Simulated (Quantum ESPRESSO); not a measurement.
Runs of Quantum ESPRESSO 7.5 on Mo. The cell holds a slab with vacuum, 5 atoms: a = 2.721 Å, b = 2.721 Å, c = 23.887 Å, α = 90.00°, β = 90.00°, γ = 109.47°. The slab is cut from a database's or a generator's crystal, which needn't be the stable form of the element.

| smearing | gap on the mesh (eV) | largest force (eV/Å) | work function (eV) |
| --- | --- | --- | --- |
| fermi-dirac 0.1 eV | none | (b) | (a) |
| fermi-dirac 0.05 eV | none | 0.65 | 4.77 |
| fermi-dirac 0.2 eV | none | 0.59 | 4.72 |
| fermi-dirac 0.025 eV | none | 0.65 | (c) |
| fermi-dirac 0.01 eV | none | 0.63 | 4.80 |

Alike in all rows: task work function; level PBE; potentials or basis PseudoDojo 0.4.1 SR PBE standard; no spin polarisation; cell as given; k mesh 6 × 6 × 1; cutoff (eV) 1088; the mesh is coarse, so values aren't converged.

Problem. Estimate the missing entries.

Solution. (a) 4.74; (b) 0.64; (c) 4.79.

Caveats: all runs use coarse meshes.

A k mesh can miss the band edges, and the runs leave out spin-orbit coupling on Mo.

A gap of «none» marks a metal or a gap under the smearing width.
